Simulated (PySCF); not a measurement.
# WH5: relaxation and vibrations of the doublet

Where does doublet WH5 go from a PBE0 minimum start, is the end point a minimum, and what are its modes, charges and moments?

Computed with PySCF 2.14.0. Level: PBE0, basis W def2-TZVP with ECP60, H def2-TZVP, scalar-relativistic core potentials, no spin–orbit coupling, density fitting.

### 1 Starting geometry

6 atoms, charge 0, spin multiplicity 2.

Bond lengths: W1–H2 1.723 Å, W1–H3 1.671 Å, W1–H4 1.671 Å, W1–H5 1.697 Å, W1–H6 1.697 Å. Angles: H2–W1–H3 115.5°, H2–W1–H4 115.5°, H2–W1–H5 114.9°, H2–W1–H6 114.9°, H3–W1–H4 60.3°, H3–W1–H5 120.6°, H3–W1–H6 71.0°, H4–W1–H5 71.0°, H4–W1–H6 120.6°, H5–W1–H6 112.5°.

```xyz
6
charge 0 multiplicity 2
W    -0.0040   -0.0041    0.0063
H     0.0937    0.0991    1.7230
H     1.4263    0.2643   -0.8142
H     0.2229    1.4324   -0.8160
H    -1.4847    0.4943   -0.6552
H     0.5394   -1.4702   -0.6522
```

### 2 Finding the electronic state

One driver script runs all steps and calls PySCF; scf.py shows how it sets up the SCF of each step. The optimiser is the driver's own. After this first run the driver tries any further starts and a stability analysis.

Contents of scf.py:

```python
from pyscf import gto, scf, dft
mol = gto.M(atom='''
W     -0.003995    -0.004106     0.006261
H      0.093660     0.099112     1.723031
H      1.426318     0.264343    -0.814205
H      0.222935     1.432365    -0.815979
H     -1.484661     0.494329    -0.655172
H      0.539368    -1.470225    -0.652189''',
    basis={'W': 'def2-TZVP', 'H': 'def2-TZVP'},
    ecp={'W': 'def2-TZVP'},
    charge=0, spin=1)
mf = dft.UKS(mol, xc='PBE0')
mf.grids.atom_grid = (50, 194)
aux = {'W': 'def2-universal-JKFIT', 'H': 'def2-universal-JKFIT'}
mf = mf.density_fit(auxbasis=aux)
mf.conv_tol = 1e-08
mf.diis_space = 10
mf.max_cycle = 60
mf.init_guess = 'minao'
mf.verbose = 4
mf.kernel()
```

Command:

```sh
> OMP_NUM_THREADS=2 python axn.py task.json out
```

The program printed:

```text
init E= -50.4207786753684
[... the frontier-level lines of each cycle are left out ...]
cycle= 1 E= -69.9109030029153  delta_E= -19.5  |g|= 0.297  |ddm|= 4.91
cycle= 2 E= -69.8643426101448  delta_E= 0.0466  |g|= 0.403  |ddm|= 0.528
cycle= 3 E= -69.941390904787  delta_E= -0.077  |g|= 0.11  |ddm|= 0.384
cycle= 4 E= -69.9479057608758  delta_E= -0.00651  |g|= 0.0292  |ddm|= 0.118
cycle= 5 E= -69.9483560418093  delta_E= -0.00045  |g|= 0.00441  |ddm|= 0.0246
cycle= 6 E= -69.948388133053  delta_E= -3.21e-05  |g|= 0.00179  |ddm|= 0.00805
cycle= 7 E= -69.9484001701728  delta_E= -1.2e-05  |g|= 0.00109  |ddm|= 0.00652
cycle= 8 E= -69.9484024955748  delta_E= -2.33e-06  |g|= 0.000464  |ddm|= 0.00291
cycle= 9 E= -69.9484029185564  delta_E= -4.23e-07  |g|= 6.21e-05  |ddm|= 0.00159
cycle= 10 E= -69.9484029253724  delta_E= -6.82e-09  |g|= 1.71e-05  |ddm|= 0.000152
Extra cycle  E= -69.9484029261855  delta_E= -8.13e-10  |g|= 1.31e-05  |ddm|= 4.43e-05
converged SCF energy = -69.9484029261855  <S^2> = 0.75798229  2S+1 = 2.0079664
```

This step, with its further starts and checks, ran for 17 s (2 threads of Arm Neoverse N1, shared host).

Energies from each starting density:

| start | energy (Eh) |
| --- | --- |
| the minimal-basis guess | -69.948403 |
| a thermally smeared density | -69.948403 |
| a smeared PBE density | -69.948403 |

No lower solution of this spin turned up from the other starts or in the test of internal stability.

### 3 Relaxing the doublet from the PBE0 minimum start

The program finds Cs symmetry in the start, which this walk keeps.

scf.py, as its differences from that of step 2:

```diff
@@ -3,6 +3,6 @@
-W     -0.003995    -0.004106     0.006261
-H      0.093660     0.099112     1.723031
-H      1.426318     0.264343    -0.814205
-H      0.222935     1.432365    -0.815979
-H     -1.484661     0.494329    -0.655172
-H      0.539368    -1.470225    -0.652189''',
+W     -0.004360    -0.004482     0.006644
+H      0.093295     0.098736     1.723414
+H      1.425953     0.263967    -0.813823
+H      0.222570     1.431989    -0.815596
+H     -1.485026     0.493953    -0.654790
+H      0.539003    -1.470601    -0.651806''',
@@ -19 +18,0 @@
-mf.init_guess = 'minao'
```

The optimiser's trace:

| step | energy (Eh) | change (kJ/mol) | largest symmetric gradient (Eh/bohr) |
| --- | --- | --- | --- |
| 0 | -69.948403 | 0.00 | 0.00006 |

The walk took 2.3 s.

End point (Cs, 0 steps, 0.0 kJ/mol gained): W–H 1.671 Å (×2), W–H 1.697 Å (×2), W–H 1.723 Å; H–W–H 60.3°, H–W–H 71.0° (×2), H–W–H 112.5°, H–W–H 114.9° (×2), H–W–H 115.5° (×2), H–W–H 120.6° (×2).

### 4 Frequencies

On the finer grid the gradient is checked again; gradients at displacements of ±0.02 bohr then give force constants and infrared intensities.

scf.py, as its differences from that of step 3:

```diff
@@ -13 +13 @@
-mf.grids.atom_grid = (50, 194)
+mf.grids.atom_grid = (75, 302)
@@ -16 +16 @@
-mf.conv_tol = 1e-08
+mf.conv_tol = 1e-10
```

This SCF starts from the last density.

Log of the central SCF (cycles and frontier levels):

```text
init E= -69.9483873610385
[... the frontier-level lines of each cycle are left out ...]
cycle= 1 E= -69.9483873610361  delta_E= 2.39e-12  |g|= 4.47e-06  |ddm|= 6.19e-06
Extra cycle  E= -69.948387361021  delta_E= 1.51e-11  |g|= 6.97e-06  |ddm|= 8.79e-06
converged SCF energy = -69.948387361021  <S^2> = 0.75798767  2S+1 = 2.0079718
```

The whole step took 1.9 min.

Geometry: Cs; W–H 1.671 Å (×2), W–H 1.697 Å (×2), W–H 1.723 Å; H–W–H 60.3°, H–W–H 71.0° (×2), H–W–H 112.5°, H–W–H 114.9° (×2), H–W–H 115.5° (×2), H–W–H 120.6° (×2).

Modes, for the most abundant isotopes:

| symmetry | ω (cm⁻¹) | IR (km/mol) |
| --- | --- | --- |
| a'' | 382 | 1.2 |
| a' | 553 | 87.1 |
| a' | 759 | 36.3 |
| a'' | 826 | 42.2 |
| a' | 911 | 3.6 |
| a'' | 921 | 27.7 |
| a' | 1008 | 57.6 |
| a' | 1968 | 253 |
| a'' | 1999 | 140 |
| a' | 2015 | 99.4 |
| a'' | 2069 | 139 |
| a' | 2085 | 65.8 |

All wavenumbers are real: a minimum.

Properties at this point:

| Property | Result |
| --- | --- |
| Dipole moment | 1.30 D |
| Highest occupied level | -6.61 eV |
| Lowest empty level | -2.47 eV |
| Rotational constants | 1.909, 1.878, 1.533 cm⁻¹ |
| Zero-point energy | 92.7 kJ/mol |
| Principal polarisabilities | 45.2, 48.3, 49.5 bohr³ |
| Atomisation energy without zero-point energy | 1400 kJ/mol |
| Principal traceless quadrupole moments about the centre of mass | -1.04, -0.26, 1.31 D Å |
| Entropy at 298.15 K and 1 bar (electronic part: spin only) | 266.5 J/(mol K) |
| Heat capacity Cp at 298.15 K | 55.7 J/(mol K) |
| Enthalpy at 298.15 K above 0 K | 12.06 kJ/mol |
| Rotational symmetry number | 1 |
| Spin squared ⟨S²⟩ | 0.758 |

Charges (e) and bond orders:

```csv
atom,Mulliken,Löwdin,polar tensor,spin (Mulliken),Mayer order to W1
W1,0.21,0.19,0.90,1.22,–
H2,-0.16,-0.09,-0.28,-0.04,0.99
"H3,4",0.03,0.01,-0.10,-0.04,0.96
"H5,6",-0.06,-0.05,-0.21,-0.04,0.99
```

Outer orbital energies (eV). α occupied: -45.04, -44.95, -11.52, -9.68, -9.35, -9.22, -8.54, -6.61; empty: -2.47, -2.36, -2.09, 1.65. β occupied: -44.59, -44.31, -43.82, -11.43, -9.57, -9.24, -9.04, -8.33; empty: -2.18, -2.17, -2.06, -1.64.

Mulliken populations on W1 (outside its core potential): s 2.84, p 6.44, d 4.46, f 0.03.

### 5 Results

| quantity | value |
| --- | --- |
| minimum | doublet, Cs |
| geometry | W–H 1.671 Å (×2), W–H 1.697 Å (×2), W–H 1.723 Å; H–W–H 60.3°, H–W–H 71.0° (×2), H–W–H 112.5°, H–W–H 114.9° (×2), H–W–H 115.5° (×2), H–W–H 120.6° (×2) |
| wavenumbers (cm⁻¹) | 382 (a''), 553 (a'), 759 (a'), 826 (a''), 911 (a'), 921 (a''), 1008 (a'), 1968 (a'), 1999 (a''), 2015 (a'), 2069 (a''), 2085 (a') |
| dipole moment | 1.30 D |
| highest occupied, lowest empty level (either spin) | -6.61, -2.47 eV |
| polar-tensor charge of W1 | +0.90 e |
| zero-point energy | 92.7 kJ/mol |
| entropy at 298.15 K | 266.5 J/(mol K) |
| atomisation energy (no zero-point energy) | 1400 kJ/mol |
| ⟨S²⟩ | 0.758 |

In words: The PBE0 minimum start keeps its Cs symmetry and ends in a minimum. The strongest infrared band lies at 1968 cm⁻¹ (a', stretch). Most of the spin sits on W1 (Mulliken spin 1.22, against 1 for the whole molecule). Other starts or spin states, not run here, may lie lower. One determinant may miss the lowest occupation of an open d or f shell. Spin–orbit coupling, left out here, can matter for elements this heavy.

The search up to here took 2.2 min.
